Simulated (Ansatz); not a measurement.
**C₂H₇B₂N: up Jacob's ladder to CCSD(T)**

The task here is to estimate one member of a computed series from the others.

Method: functionals in def2-TZVPP, the program's frozen cores in correlated methods; program: Ansatz 0.2.0, Gaussian basis.

The runs, in order: LDA (SPW92), PBE-D4, revPBE-D4, BLYP-D4, r2SCAN-D4, B97M-V, PBE0-D4, B3LYP-D4, r2SCANh-D4, r2SCAN0-D4, HSE06-D4, BHLYP-D4, CAM-B3LYP-D4, LC-ωPBE, ωB97X-V, ωB97M-V, B2PLYP, PBE-QIDH; CCSD(T)/def2-SVP; CCSD(T)/def2-TZVPP; MP2/def2-QZVPP; extrapolation to the limit; RPA on PBE.

## The geometry

The geometry comes from an earlier relaxation with PBE0-D4 in a triple-zeta def2 set; it is a stationary point, not always the lowest conformer.

SMILES `BC1BNC1`, 12 atoms, charge 0, spin multiplicity 1.

Atoms are counted from 1 here; the program's logs count them from 0.

Bond lengths: B1–C2 1.514 Å, B1–H6 1.202 Å, B1–H7 1.198 Å, C2–B3 1.641 Å, C2–C5 1.544 Å, C2–H8 1.092 Å, B3–N4 1.385 Å, B3–H9 1.191 Å, N4–C5 1.456 Å, N4–H10 1.006 Å, C5–H11 1.094 Å, C5–H12 1.094 Å. Angles: C2–B1–H6 120.3°, C2–B1–H7 120.7°, H6–B1–H7 118.8°, B1–C2–B3 101.5°, B1–C2–C5 120.8°, B1–C2–H8 117.4°, B3–C2–C5 82.1°, B3–C2–H8 110.8°, C5–C2–H8 115.8°, C2–B3–N4 90.8°, C2–B3–H9 137.5°, N4–B3–H9 131.8°, B3–N4–C5 94.9°, B3–N4–H10 137.9°, C5–N4–H10 127.2°, C2–C5–N4 92.2°, C2–C5–H11 113.2°, C2–C5–H12 114.6° and more.

Set-up of the first run:

in.yaml reads:

```yaml
crystal:
  periodic: [false, false, false]
  atoms:
    - {symbol: B, position_ang: [-1.229013, -0.903374, 0.807210]}
    - {symbol: C, position_ang: [-0.692149, 0.302039, 0.065126]}
    - {symbol: B, position_ang: [0.758104, 0.520744, 0.800767]}
    - {symbol: N, position_ang: [1.419021, 0.319196, -0.400083]}
    - {symbol: C, position_ang: [0.204556, 0.128878, -1.179774]}
    - {symbol: H, position_ang: [-0.815831, -2.003668, 0.556770]}
    - {symbol: H, position_ang: [-1.995142, -0.768505, 1.718785]}
    - {symbol: H, position_ang: [-1.286240, 1.217433, 0.098540]}
    - {symbol: H, position_ang: [1.158838, 0.765254, 1.895737]}
    - {symbol: H, position_ang: [2.366173, 0.314245, -0.739438]}
    - {symbol: H, position_ang: [0.050490, 0.906920, -1.933609]}
    - {symbol: H, position_ang: [0.138093, -0.854264, -1.655932]}
basis:
  gaussian: {orbitals: def2-TZVPP}
hamiltonian: {xc: lda}
output: {orbitals: {seedname: orbitals}}
```

Steps of the session up to this table: LDA; PBE-D4 (GGA); revPBE-D4 (GGA); BLYP-D4 (GGA); r2SCAN-D4 (meta-GGA); B97M-V (meta-GGA); PBE0-D4 (hybrid); B3LYP-D4 (hybrid); r2SCANh-D4 (hybrid); r2SCAN0-D4 (hybrid); HSE06-D4 (hybrid); BHLYP-D4 (hybrid); CAM-B3LYP-D4 (range-separated); LC-ωPBE (range-separated); ωB97X-V (range-separated); ωB97M-V (range-separated); B2PLYP (double hybrid); PBE-QIDH (double hybrid).

One of the session's tables, all rows but one given; the rest of the session is left out.

It belongs to the step «Orbital energies across the functionals». 

```
  functional  HOMO (eV)  gap (eV)
 LDA (SPW92)      -6.99      4.72
      PBE-D4      -6.84      4.83
   revPBE-D4      -6.77      4.87
     BLYP-D4      -6.69      4.84
   r2SCAN-D4      -7.03      5.34
      B97M-V      -7.11      5.35
     PBE0-D4      -8.08      7.02
    B3LYP-D4      -7.85      6.58
  r2SCANh-D4          ?         ?
  r2SCAN0-D4      -8.23      7.36
    HSE06-D4      -7.68      6.24
    BHLYP-D4      -9.23      9.18
CAM-B3LYP-D4      -9.46      9.48
     LC-ωPBE     -10.86     12.04
     ωB97X-V     -10.48     11.56
     ωB97M-V     -10.40     11.24
```

**Question.** Estimate the row for r2SCANh-D4.

Worked estimate for «HOMO (eV)». Against the share of exact exchange, r2SCAN-D4 (0, -7.03), r2SCAN0-D4 (0.25, -8.23) give a slope of -4.80 per unit share; at 0.1 the line stands at -7.51.

As computed: HOMO (eV): -7.50; gap (eV): 6.15. In «HOMO (eV)» the line misses by -0.01.
